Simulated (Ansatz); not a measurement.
I need an atomisation energy of CH₆GeOSn, SMILES [SnH3][CH]1[O][GeH2]1. Use Ansatz's Python interface. Settings (for the species named): PBE0, def2-SVP basis, multiplicity 1, D3BJ dispersion.

```tsv
atom	x (Å)	y (Å)	z (Å)
Sn	-1.2830	0.8899	0.1906
C	0.6569	0.4170	-0.4214
O	0.6345	-0.5674	-1.3593
Ge	1.2996	-1.2767	0.2567
H	-2.0310	2.0105	-1.0220
H	-1.2809	1.7360	1.7410
H	-2.2685	-0.5204	0.2911
H	1.4953	1.1903	-0.5979
H	0.1381	-2.2595	0.7857
H	2.7220	-1.6710	0.1385
```

Script `tae_ch6geosn.py`:
```python
from collections import Counter

import ansatz as az

SETTINGS = {
    "basis": "def2-SVP",
    "functional": "PBE0",
    "vdw": "d3bj",
}


def single_point(molecule, charge=0, unpaired=0):
    calc = (
        molecule.calculation()
        .basis(gaussian=SETTINGS["basis"])
        .functional(SETTINGS["functional"], dispersion=SETTINGS["vdw"])
        .scf(lower_state_search="off")
    )
    if charge:
        calc = calc.charge(charge)
    if unpaired:
        calc = calc.spin("collinear", total=unpaired)
    report = calc.run(threads=1, pin="off").report
    if report["published_state_doubts"]:
        print("  doubts:", report["published_state_doubts"])
    return report["free_energy_ev"]

GEOMETRY = """
Sn   -1.28300    0.88990    0.19060
C     0.65690    0.41700   -0.42140
O     0.63450   -0.56740   -1.35930
Ge    1.29960   -1.27670    0.25670
H    -2.03100    2.01050   -1.02200
H    -1.28090    1.73600    1.74100
H    -2.26850   -0.52040    0.29110
H     1.49530    1.19030   -0.59790
H     0.13810   -2.25950    0.78570
H     2.72200   -1.67100    0.13850
"""

geometry = az.Crystal.molecule()
for line in GEOMETRY.strip().splitlines():
    symbol, *xyz = line.split()
    geometry = geometry.atom(symbol, [float(v) for v in xyz])

unpaired = {"Sn": 2, "C": 2, "O": 2, "Ge": 2, "H": 1}
counts = Counter(site.symbol for site in geometry.cartesian_sites)
atom_energy = {s: single_point(az.Crystal.molecule().atom(s, (0, 0, 0)), 0, unpaired[s]) for s in counts}
whole = single_point(geometry, 0, 0)
for s, e in atom_energy.items():
    print(f"{s:2s} x{counts[s]}  {e:14.5f} eV")
print(f"CH6GeOSn: {whole:.5f} eV")
split = sum(counts[s] * e for s, e in atom_energy.items()) - whole
print(f"atomisation energy (no zero-point term): {split:.3f} eV, {split / sum(counts.values()):.3f} eV an atom")
```

Running `python tae_ch6geosn.py` prints:
```text
Sn x1     -5830.15624 eV
C  x1     -1027.52001 eV
O  x1     -2038.81032 eV
Ge x1    -56501.58830 eV
H  x6       -13.61361 eV
CH6GeOSn: -65508.70813 eV
atomisation energy (no zero-point term): 28.952 eV, 2.895 eV an atom
```

28.952 eV from the electronic energies, without the zero-point term.

Notes:
- The settings weren't tested for convergence.
- The geometry is a force-field or estimated start, not a minimum of this method, and the basis set is short of its limit. All parts are taken at fixed geometry, without zero-point energy.
- def2 sets replace the cores of elements past krypton by effective core potentials.
- The spin-orbit lowering of heavy atoms is left out.
- Timing: 3.9 s on 1 thread of Arm Neoverse V2, with other jobs on the host, peak memory 0.29 GiB.

(Lines on the test bed's own set-up are left out of the output.)
